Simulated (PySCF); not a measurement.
# WS₂⁻: the energy surface near the minimum

How stiff is WS₂⁻ (quartet) against rigid distortions? The scans start from its PBE0 minimum.

Program: PySCF 2.14.0. Level of theory: PBE0, basis W def2-SVPD with ECP60, S def2-SVPD, scalar-relativistic core potentials, no spin–orbit coupling, density fitting. These are calculated values, not measurements.

**1. The system as given**

3 atoms, charge -1, spin multiplicity 4.

Bond lengths: W1–S2 2.206 Å, W1–S3 2.206 Å. Angles: S2–W1–S3 140.6°.

```xyz
3
charge -1 multiplicity 4
W     0.0000    0.0000    0.0000
S     2.0762    0.0000    0.7442
S    -2.0762    0.0000    0.7442
```

**2. Breathing scan**

One driver script runs all scans and calls PySCF for each point, on a (75, 302) grid.

On the command line:

```sh
$ OMP_NUM_THREADS=2 python axn.py task.json out
```

A rigid scan with PBE0: all bonds to the central atom are scaled together. Each point starts from its neighbour's orbitals, and energies count from the minimum. Dipoles of the ion refer to the centre of mass.

| scale of all bonds to the centre | energy (kJ/mol) | dipole size (D) | ⟨S²⟩ |
| --- | --- | --- | --- |
| 0.88 | 249.5 | 1.35 | 3.78 |
| 0.92 | 97.0 | 1.66 | 3.78 |
| 0.96 | 21.3 | 2.00 | 3.80 |
| 1.00 | 0.0 | 2.33 | 3.81 |
| 1.04 | 16.4 | 2.66 | 3.84 |
| 1.08 | 58.0 | 2.97 | 3.89 |
| 1.14 | 147.8 | 3.37 | 4.01 |
| 1.22 | 286.1 | 3.80 | 4.31 |
| 1.35 | 494.9 | 4.35 | 4.91 |

The scan needed 16 s of wall time on 2 threads of Arm Neoverse V1, shared host.

⟨S²⟩ grows along the scan: the determinant mixes in higher spin as the pair uncouples.

**3. Stretching one bond**

A rigid scan with PBE0: the bond from W to the last atom (S) is scaled and the rest held.

| scale of one bond | energy (kJ/mol) | dipole size (D) | ⟨S²⟩ |
| --- | --- | --- | --- |
| 0.92 | 43.5 | 2.49 | 3.80 |
| 0.96 | 9.5 | 2.29 | 3.80 |
| 1.00 | 0.0 | 2.33 | 3.81 |
| 1.05 | 11.1 | 2.70 | 3.83 |
| 1.12 | 52.0 | 3.51 | 3.86 |
| 1.20 | 115.1 | 4.50 | 3.93 |
| 1.35 | 235.7 | 5.42 | 4.26 |
| 1.55 | 341.1 | 5.45 | 4.75 |
| 1.80 | 409.4 | 7.74 | 4.87 |
| 2.20 | 462.2 | 10.81 | 5.00 |

The scan took 20 s.

⟨S²⟩ grows along the scan: the determinant mixes in higher spin as the pair uncouples.

**4. Bending curve**

A rigid scan with PBE0: the S–W–S angle changes, with bonds held.

| bond angle (°) | energy (kJ/mol) | dipole size (D) | ⟨S²⟩ |
| --- | --- | --- | --- |
| 80 | 202.6 | 3.87 | 3.86 |
| 90 | 123.6 | 3.38 | 3.83 |
| 100 | 70.9 | 3.18 | 3.82 |
| 110 | 36.3 | 3.06 | 3.81 |
| 120 | 14.8 | 2.91 | 3.81 |
| 130 | 3.6 | 2.69 | 3.81 |
| 140 | 0.0 | 2.36 | 3.81 |
| 150 | 1.9 | 1.91 | 3.82 |
| 160 | 6.2 | 1.35 | 3.82 |
| 170 | 10.4 | 0.70 | 3.83 |
| 180 | 12.0 | 0.00 | 3.83 |

The scan took 20 s.

**5. Results**

| quantity | value |
| --- | --- |
| all bonds 4 % longer | 16.4 kJ/mol |
| one bond 20 % longer | 115.1 kJ/mol |
| linear shape, bonds held | 12.0 kJ/mol |

Shortening all bonds by 4 % costs 21.3 kJ/mol and lengthening them 16.4: the wall is steeper on the short side. Held rigid otherwise, the linear shape costs 12 kJ/mol. Other spin states or occupations of the open shell can lie lower. With an element this heavy the missing spin–orbit coupling can shift these numbers.
